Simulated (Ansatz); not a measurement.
# Si: the cost of one run

Program: Ansatz 0.2.0. Level of theory: DFT LDA, scalar-relativistic, plane waves, PAW. These are calculated values, not measurements.

1 further run of the same task is left out (set aside as unsound or not needed). Runs told in other sessions of the task aren't counted.

### Step 1. The system as given

Symmetry: I4/mmm, No. 139, tetragonal system. The conventional cell has a = 6.603 Å, b = 6.603 Å, c = 3.817 Å, α = 90.00°, β = 90.00°, γ = 90.00°. Around Si (site symmetry m2m) lie 4 Si at 2.33 to 2.36 Å.

Coordinates:

```
Si
1.0
    -3.30127    3.30127    1.90836
     3.30127   -3.30127    1.90836
     3.30127    3.30127   -1.90836
Si
4
Direct
  0.17884 0.17884 0.35769
  0.82116 0.82116 0.64231
  0.17884 0.82116 0.00000
  0.82116 0.17884 0.00000
```

It goes back to an entry of the Materials Project, which need not be the stable form.

This cell was relaxed beforehand with the same method: volume 20.80 Å³/atom, gap on the mesh 0.20 eV.

### Step 2. The reference cell

Reference values: F = -2434.1372 eV; pressure 0.02 GPa; largest force 0.005 eV/Å; gap on the mesh 0.20 eV. It was computed beforehand with the settings of the runs below.

### Step 3. Setting up freezing in a mode

Mode 8 of the phonon run on this cell, counted from the lowest, is frozen in: each atom moves by x times its row below, so x is the largest displacement.

```
atom      ux      uy     uz
 Si1  -0.707  -0.707  0.000
 Si2   0.707   0.707  0.000
 Si3  -0.707   0.707  0.000
 Si4   0.707  -0.707  0.000
```

### Step 4. Point x = -0.120 Å

Input file input.yaml:

```yaml
crystal:
  lattice:
    - [-3.3012718576, 3.3012718576, 1.9083649472]
    - [3.3012718576, -3.3012718576, 1.9083649472]
    - [3.3012718576, 3.3012718576, -1.9083649472]
  atoms:
    - { symbol: Si, position: [0.1916948637, 0.1916948637, 0.3833897275] }
    - { symbol: Si, position: [0.8083051363, 0.8083051363, 0.6166102725] }
    - { symbol: Si, position: [0.1659917961, 0.8340082039, 0.0] }
    - { symbol: Si, position: [0.8340082039, 0.1659917961, 0.0] }
basis:
  ecutwfc: 420
kpoints:
  mp_grid: { grid: [10, 10, 10] }
hamiltonian:
  xc: lda
scf:
  occupations: { method: gaussian, width: 0.03 }
output:
  forces: true
  stress: true
  eigenvalues: true
```

On the command line:

```sh
> ansatz run input.yaml --threads 2 --pin off --max-ram 5120MiB --backend cpu --events-out ev --progress --plain --runs-dir out
```

Q: Estimate wall time and peak memory on 2 threads of Intel Xeon Platinum 8375C at 2.90GHz (Ice Lake), shared host.

About 4.5 s, with a peak of 0.48 GiB.
